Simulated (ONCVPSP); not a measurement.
# Pseudopotential generation for F: ONCV, PBE

Aim: build the potential from the settings below, then test how well it stands in for the atom: other configurations, scattering, ghost states and the plane-wave cutoff that it needs.

Method: ONCVPSP 4.0.1.1 (patched build), PBE, scalar-relativistic.

15 further runs of the same task are left out: 1 that didn't finish, 14 set aside as unsound or not needed.

## (1) Settings

The settings as typed:

| Item | Value |
| --- | --- |
| element | fluorine (F, Z = 9) |
| type | optimised norm-conserving Vanderbilt (ONCV) |
| frozen core | none |
| valence charge | 9 |
| reference configuration | 1s2 2s2 2p5 |
| partial waves | 1s+2s: rc 0.40 bohr, ncon 3, nbas 7, qcut 28.8 1/bohr, 2 projectors; 2p: rc 1.45 bohr, ncon 4, nbas 8, qcut 10 1/bohr, 1 projector; d scattering state at 0.42 Ha: rc 1.30 bohr, ncon 3, nbas 7, qcut 7 1/bohr, 2 projectors, debl 0.5 Ha |
| local potential | polynomial inside 0.35 bohr (lpopt 5, dvloc0 0 Ha) |
| core correction | not asked for |

The outer shells as boxes (Hund's rule for the drawing; the calculation is spin-unpolarised):

```
1s [↑↓]
2s [↑↓]
2p [↑↓][↑↓][↑ ]
```

The nodes and maxima of the atom's own shells, from an earlier all-electron run, set the scale for the radii.

All-electron outer shells of the reference configuration (PBE, scalar-relativistic, ld1.x):

```csv
shell,level (eV),outermost node (bohr),outermost maximum (bohr)
1s,-663.37,–,0.11
2s,-29.90,0.24,0.76
2p,-11.11,–,0.71
```

## (2) Generation

The input, F.dat:

```
# ATOM AND REFERENCE CONFIGURATION
# atsym  z   nc   nv     iexc    psfile
  F 9.00    0    3        4      upf
#
#   n    l    f
    1    0    2.00
    2    0    2.00
    2    1    5.00
#
# PSEUDOPOTENTIAL AND OPTIMIZATION
# lmax
    2
#
#   l,   rc,      ep,       ncon, nbas, qcut
    0    0.40    0.00    3    7   28.80
    1    1.45    0.00    4    8   10.00
    2    1.30    0.42    3    7    7.00
#
# LOCAL POTENTIAL
# lloc, lpopt,  rc(5),   dvloc0
    4    5    0.35    0.00
#
# VANDERBILT-KLEINMAN-BYLANDER PROJECTORs
# l, nproj, debl
    0    2    3.80
    1    1    3.30
    2    2    0.50
#
# MODEL CORE CHARGE
# icmod, fcfact, rcfact
    0    0.00    0.00
#
# LOG DERIVATIVE ANALYSIS
# epsh1, epsh2, depsh
  -12.00    5.00    0.04
#
# OUTPUT GRID
# rlmax, drl
    6.00    0.01
#
# TEST CONFIGURATIONS
# ncnf
    4
# nvcnf
#   n    l    f
    3
    1    0    2.00
    2    0    2.00
    2    1    4.00
#
    3
    1    0    2.00
    2    0    2.00
    2    1    3.00
#
    3
    1    0    2.00
    2    0    2.00
    2    1    2.00
#
    3
    1    0    2.00
    2    0    2.00
    2    1    4.50
#
```

On the command line:

```sh
$ oncvpsp.x < F.dat > F.out
```

**Question.** What will these runs give? Wanted: cutoffs for 1 and 0.1 mHa per electron, occupied waves; bound ghosts; GHOST(+) flags; largest test error; largest phase difference near zero energy, channels read.

**Answer**, as computed:

| quantity | value |
| --- | --- |
| cutoffs for 1 and 0.1 mHa per electron, occupied waves | 353 Ha and 395 Ha |
| bound ghosts | none found |
| GHOST(+) flags | d at 50 eV |
| largest test error (AE − PS) | +846 meV, for 1s2 2s2 2p2 |
| largest phase difference near zero energy, channels read | 0.005 rad |

In words: The worst unpolarised test, 1s2 2s2 2p2, is off by 846 meV on 118.4 eV; by total energies transferability rates as poor. That test lies far up in energy; among those under 40 eV, nearer to bonding, the largest error is 18 meV. The potential is very hard: the looser tolerance needs 353 Ha. No bound ghost shows below the valence levels. Near zero energy the phases of the channels with partial waves agree within 0.005 rad. The program also flags highly localised states, GHOST(+) (d). These are tests on the free atom; a crystal test is still owed.
